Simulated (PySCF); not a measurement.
**C₂H₇GeNO: electronic excitations and core binding energies**

Aim: predict the electronic excitations and core binding energies of C₂H₇GeNO (`CN[C](=O)[GeH3]`).

The runs use PySCF 2.14.0, with density-fitted response routines of our own; the level of theory stands in each step. All values are computed, except where a source is named. Atoms count from 0, in the outputs and in this text.

## 1. The molecule as given

12 atoms, charge 0, multiplicity 1; geometry from: GFN2-xTB.

Bonds of the start (Å): C0–N1 1.44, N1–C2 1.34, C2–O3 1.21, C2–Ge4 2.00, C0–H5 1.09, C0–H6 1.09, C0–H7 1.09, N1–H8 1.01, Ge4–H9 1.49, Ge4–H10 1.51, Ge4–H11 1.49.

## 2. TDDFT and polarisability: PBE0/def2-SVPD

Job settings and geometry (Å):

```
{"job": {"kind": "uv", "xc": "PBE0", "basis": "def2-SVPD", "nstates": 8, "ntriplets": 3}, "charge": 0, "multiplicity": 1}
C     -2.081380     0.106099    -0.176986
N     -0.651670     0.300351    -0.248082
C      0.235125    -0.493257     0.376196
O     -0.075627    -1.446768     1.056257
Ge     2.154358    -0.013520     0.110073
H     -2.496771    -0.072883    -1.170293
H     -2.568042     0.978190     0.263288
H     -2.260170    -0.764148     0.452149
H     -0.307530     1.074379    -0.796707
H      2.878889    -1.078536    -0.643555
H      2.312614     1.271373    -0.662062
H      2.861403     0.138036     1.413695
```

Method: TDDFT PBE0/def2-SVPD, vertical, gas phase, core orbitals frozen in the response.

The run is started by

```console
$ OMP_NUM_THREADS=1 python probes_run.py task.json out
```

One launch serves the whole session: the jobs run in the order shown.

The program printed:

```text
coarse grid: 45384 points
cycle   1  E = -2286.3580247763  dE =  2.105e-02  |g| = 8.503e-01  |ddm| = 4.427e+00
cycle   2  E = -2285.6264463148  dE =  7.316e-01  |g| = 2.030e+00  |ddm| = 3.646e+00
cycle   3  E = -2286.4917540840  dE = -8.653e-01  |g| = 1.966e-01  |ddm| = 3.139e+00
cycle   4  E = -2286.4964827360  dE = -4.729e-03  |g| = 1.032e-01  |ddm| = 2.676e-01
cycle   5  E = -2286.4982354679  dE = -1.753e-03  |g| = 2.287e-02  |ddm| = 1.116e-01
cycle   6  E = -2286.4983406379  dE = -1.052e-04  |g| = 6.686e-03  |ddm| = 2.982e-02
cycle   7  E = -2286.4983490945  dE = -8.457e-06  |g| = 1.355e-03  |ddm| = 8.930e-03
final grid: 95264 points
cycle   8  E = -2286.4983646278  dE =  5.878e-07  |g| = 2.323e-03  |ddm| = 5.923e-03
cycle   9  E = -2286.4983613128  dE =  3.315e-06  |g| = 4.750e-03  |ddm| = 6.157e-03
cycle  10  E = -2286.4983656287  dE = -4.316e-06  |g| = 3.850e-04  |ddm| = 4.267e-03
cycle  11  E = -2286.4983656556  dE = -2.697e-08  |g| = 2.986e-05  |ddm| = 4.642e-04
cycle  12  E = -2286.4983656558  dE = -2.042e-10  |g| = 9.601e-06  |ddm| = 6.268e-05
converged SCF energy = -2286.4983656558

Static polarisability (au): isotropic 69.636, principal 53.944 67.582 87.382

Singlet excitations
state   eV       nm        f      main configurations
  1   5.1222    242.1   0.00322   H->L 0.95
  2   6.1908    200.3   0.00032   H->L+1 0.96
  3   6.6567    186.3   0.00102   H-1->L+1 0.89
  4   6.7757    183.0   0.28160   H->L+2 0.78, H-1->L 0.16
  5   6.8845    180.1   0.07189   H-1->L 0.64, H->L+4 0.18, H->L+2 0.12
  6   7.1959    172.3   0.02688   H->L+3 0.95
  7   7.2976    169.9   0.00044   H-1->L+2 0.86
  8   7.4489    166.4   0.00637   H->L+5 0.65, H->L+4 0.14, H->L+6 0.10

Triplet excitations (Tamm-Dancoff, eV): 4.5210 5.0593 6.0092
```

It took 30 s on 1 thread of Arm Neoverse V1, shared host; peak memory 0.69 GiB.

Frontier orbitals and where they lie:

```csv
orbital,eV,atoms
HOMO−3,-9.78,"Ge4 42 %, H10 28 %, H11 14 %"
HOMO−2,-9.60,"Ge4 40 %, H9 26 %, H11 20 %"
HOMO−1,-7.73,"N1 43 %, O3 29 %, C2 9 %"
HOMO,-7.09,"O3 56 %, C2 15 %, Ge4 13 %"
LUMO,-0.04,"C2 30 %, Ge4 20 %, O3 20 %"
LUMO+1,0.19,"Ge4 36 %, H8 14 %, C0 10 %"
LUMO+2,0.63,"Ge4 42 %, H10 12 %, H11 12 %"
```

With each of the 8 states as a Gaussian band of 0.4 eV half-width at 1/e, the curve within the window shown has maxima at 182 nm (ε 15,000) L/(mol cm). Beyond the last state computed it falls off for lack of states. The curve at chosen wavelengths:

(nm, ε (L/mol/cm)): (160, 371), (165, 1465), (169, 3634), (174, 8548), (178, 12774), (183, 14520), (187, 12126), (192, 7062), (196, 3671), (201, 1278), (206, 359), (210, 118), (215, 35), (219, 29), (224, 47), (228, 70), (233, 102), (238, 124), (242, 130), (247, 122), (251, 106), (256, 80), (260, 60), (265, 38), (269, 25), (274, 14)

Leading natural transition orbitals of singlet state 4: the hole lies on O3 63 %; C2 10 %; Ge4 9 %; the particle on H9, H10, H11 about 24 % each; C2 11 %; Ge4 11 %.

Leading natural transition orbitals of singlet state 1: the hole lies on O3 65 %; C2 9 %; Ge4 9 %; the particle on C2 43 %; O3 22 %; N1 12 %.

Ground-state properties from the same run:

```csv
property,computed
dipole moment (D),3.66
polarisability (Å³),10.32
HOMO–LUMO gap (eV),7.04
−ε(HOMO) (eV),7.09
```

Orbitals, density, ELF and potential are computed afterwards from the orbital file.

Frontier orbitals at PBE0/def2-SVPD, with the share of their density that lies nearest to each atom:

```csv
orbital,energy (eV),lies on
HOMO,-7.09,O3 59 %; C2 12 %; Ge4 10 %
LUMO,-0.04,C2 36 %; O3 17 %; N1 11 %
```

ELF in a plane through or near 8 of the atoms.

Ten even steps from ' ' (0.00) to '@' (1.00):
```
                                                        
                                                        
                                                        
              --====..                                  
          ::%%@@@@@@@@..    ..::                        
          ++@@@@@@@@@@::  ==%%%%==                      
          ==@@@@@@@@@@::  %%@@@@##                      
          ::##@@@@@@##..  %%@@@@##..::----..            
          ..::::....::::  ==##++****==++**--            
          ::..==++**..**==++**++--%%::::++==..          
        ..--::::**++..@@++::####++++----++::            
        ..--==::....==%%::==::::  ++@@@@@@++            
          ..----::....--**%%##==  --@@@@@@%%..          
            ....      --##--==%%==  %%@@@@%%..          
                    ::##@@--++@@**  ..==**::            
                    ::##%%%%%%##++                      
                      ::====----..                      
                          ....                          
                                                        
                                                        
```
The map spans 11.1 Å across and 8.8 Å up, centred on the molecule. Atoms in the plane (x, y in Å): C0 (2.1, 0.0), N1 (0.7, 0.3), C2 (-0.3, -0.6), O3 (0.0, -1.8), Ge4 (-2.2, 0.1), H7 (2.2, -1.0), H8 (0.4, 1.3), H10 (-2.2, 1.6).

On the surface of density 0.002 e/bohr³ the electrostatic potential runs, from the 1st to the 99th percentile, from -1.88 V near O3 to 2.12 V near H8.

## 3. X-ray photoelectron lines: SCAN, X2C

Settings changed since step 2:

```diff
@@ -1,2 +1,2 @@
-{"job": {"kind": "uv", "xc": "PBE0", "basis": "def2-SVPD", "nstates": 8, "ntriplets": 3}, "charge": 0, "multiplicity": 1}
+{"job": {"kind": "xps"}, "charge": 0, "multiplicity": 1}
 C     -2.081380     0.106099    -0.176986
```

Method: delta-SCF UKS SCAN, pcX-2 on the ionised atom, pcseg-1 elsewhere, spin-free X2C.

The program printed:

```text
ground state, core basis on atom 0 (C), 149 functions
  cycle   1  E = -2304.21833657  |g| = 7.75e-01
  cycle   2  E = -2302.98503923  |g| = 2.40e+00
  cycle   3  E = -2304.33556711  |g| = 2.09e-01
  cycle   4  E = -2304.33957129  |g| = 1.74e-01
  cycle   5  E = -2304.34650139  |g| = 3.04e-02
  cycle   6  E = -2304.34670874  |g| = 1.03e-02
  cycle   7  E = -2304.34673149  |g| = 1.68e-03
  cycle   8  E = -2304.34673361  |g| = 5.98e-04
  cycle   9  E = -2304.34673270  |g| = 2.20e-04
  E(ground) = -2304.48998106 Eh
hole in C 1s of atom 0
  cycle   1  E = -2293.06620860  |g| = 1.50e+00
  cycle   2  E = -2291.51066094  |g| = 2.24e+00
  cycle   3  E = -2293.24453171  |g| = 8.88e-01
  cycle   4  E = -2293.48535126  |g| = 5.71e-01
  cycle   5  E = -2293.60086208  |g| = 2.09e-01
  cycle   6  E = -2293.61633015  |g| = 8.70e-02
  cycle   7  E = -2293.61950087  |g| = 1.17e-02
  cycle   8  E = -2293.61955891  |g| = 6.08e-03
  cycle   9  E = -2293.61957688  |g| = 2.22e-03
  cycle  10  E = -2293.61958040  |g| = 1.17e-03
  cycle  11  E = -2293.61958039  |g| = 3.30e-04
  E(ion) = -2293.76103070 Eh   <S^2> = 0.7688   hole on atom = 1.000   binding energy = 291.950 eV
ground state, core basis on atom 1 (N), 149 functions
  cycle   1  E = -2304.35980511  |g| = 7.58e-02
  cycle   2  E = -2304.35968060  |g| = 3.41e-02
  cycle   3  E = -2304.35958176  |g| = 4.07e-02
  cycle   4  E = -2304.35987846  |g| = 1.46e-02
  cycle   5  E = -2304.35992579  |g| = 1.79e-03
  cycle   6  E = -2304.35992203  |g| = 2.32e-04
  E(ground) = -2304.50160298 Eh
hole in N 1s of atom 1
  cycle   1  E = -2288.73391690  |g| = 1.87e+00
  cycle   2  E = -2287.46568205  |g| = 2.47e+00
  cycle   3  E = -2289.15093571  |g| = 8.39e-01
  cycle   4  E = -2289.24745138  |g| = 6.99e-01
  cycle   5  E = -2289.43967808  |g| = 7.89e-02
  cycle   6  E = -2289.44199469  |g| = 2.93e-02
  cycle   7  E = -2289.44243600  |g| = 8.67e-03
  cycle   8  E = -2289.44247225  |g| = 2.40e-03
  cycle   9  E = -2289.44247449  |g| = 8.10e-04
  cycle  10  E = -2289.44247390  |g| = 2.71e-04
  E(ion) = -2289.58221409 Eh   <S^2> = 0.7654   hole on atom = 1.000   binding energy = 405.977 eV
ground state, core basis on atom 2 (C), 149 functions
  cycle   1  E = -2304.35342167  |g| = 5.73e-02
  cycle   2  E = -2304.35341584  |g| = 1.52e-02
  cycle   3  E = -2304.35339262  |g| = 1.83e-02
  cycle   4  E = -2304.35346581  |g| = 2.17e-03
  cycle   5  E = -2304.35346920  |g| = 9.66e-04
  cycle   6  E = -2304.35347001  |g| = 3.53e-04
  E(ground) = -2304.49670506 Eh
hole in C 1s of atom 2
  cycle   1  E = -2293.01152744  |g| = 1.51e+00
  cycle   2  E = -2291.29862260  |g| = 2.34e+00
  cycle   3  E = -2293.39033653  |g| = 5.90e-01
  cycle   4  E = -2293.17419942  |g| = 9.15e-01
  cycle   5  E = -2293.57148385  |g| = 1.49e-01
  cycle   6  E = -2293.58045291  |g| = 4.92e-02
  cycle   7  E = -2293.58152993  |g| = 1.22e-02
  cycle   8  E = -2293.58159106  |g| = 5.48e-03
  cycle   9  E = -2293.58161125  |g| = 2.57e-03
  cycle  10  E = -2293.58161957  |g| = 1.65e-03
  cycle  11  E = -2293.58162671  |g| = 9.26e-04
  cycle  12  E = -2293.58163086  |g| = 4.87e-04
  E(ion) = -2293.72329153 Eh   <S^2> = 0.7811   hole on atom = 1.000   binding energy = 293.160 eV
ground state, core basis on atom 3 (O), 149 functions
  cycle   1  E = -2304.37547630  |g| = 9.90e-02
  cycle   2  E = -2304.37340388  |g| = 1.10e-01
  cycle   3  E = -2304.37437941  |g| = 8.48e-02
  cycle   4  E = -2304.37578235  |g| = 7.49e-03
  cycle   5  E = -2304.37579992  |g| = 6.80e-04
  cycle   6  E = -2304.37579720  |g| = 3.21e-04
  E(ground) = -2304.51650752 Eh
hole in O 1s of atom 3
  cycle   1  E = -2283.80303085  |g| = 2.23e+00
  cycle   2  E = -2283.11674997  |g| = 2.31e+00
  cycle   3  E = -2284.43031137  |g| = 6.90e-01
  cycle   4  E = -2284.45611335  |g| = 6.23e-01
  cycle   5  E = -2284.64468365  |g| = 6.08e-02
  cycle   6  E = -2284.64618536  |g| = 2.12e-02
  cycle   7  E = -2284.64637508  |g| = 7.93e-03
  cycle   8  E = -2284.64641008  |g| = 2.82e-03
  cycle   9  E = -2284.64641617  |g| = 1.12e-03
  cycle  10  E = -2284.64641990  |g| = 6.96e-04
  cycle  11  E = -2284.64642146  |g| = 4.12e-04
  E(ion) = -2284.78827730 Eh   <S^2> = 0.7656   hole on atom = 1.000   binding energy = 536.832 eV
```

Run time: 43 s. Hardware: 1 thread of Arm Neoverse V1, shared host; peak memory 0.59 GiB.

The holes in one table. −ε is the ground-state orbital energy:

```csv
hole,stands for,environment,ΔSCF (eV),−ε (eV),⟨S²⟩
C1s on C0,C0,methyl carbon bonded to N,291.95,274.6,0.769
N1s on N1,N1,amide-type nitrogen,405.98,387.1,0.765
C1s on C2,C2,carbonyl carbon,293.16,276.3,0.781
O1s on O3,O3,amide-type carbonyl oxygen,536.83,515.8,0.766
```

## 4. What came out

```
                                quantity                        value
         lowest singlet (PBE0/def2-SVPD)  5.12 eV (242 nm), f = 0.003
brightest single state of those computed  state 4, 6.78 eV, f = 0.282
                          lowest triplet                      4.52 eV
   surface potential, 1st and 99th percentile           -1.88 V and 2.12 V
        C1s binding energies, SCAN/pcX-2      C2 293.16, C0 291.95 eV
        N1s binding energies, SCAN/pcX-2                 N1 405.98 eV
        O1s binding energies, SCAN/pcX-2                 O3 536.83 eV
```

**Reading.** The first singlet state (HOMO→LUMO 0.95) lies at 5.12 eV and is weak; of the 8 states computed, the strongest absorption comes from state 4 at 6.78 eV. The lowest triplet lies 0.60 eV below the lowest singlet (triplets in Tamm-Dancoff, singlets in full TDDFT). The C1s levels kept as sound span 1.21 eV, from C0 (methyl carbon bonded to N) up to C2 (carbonyl carbon).
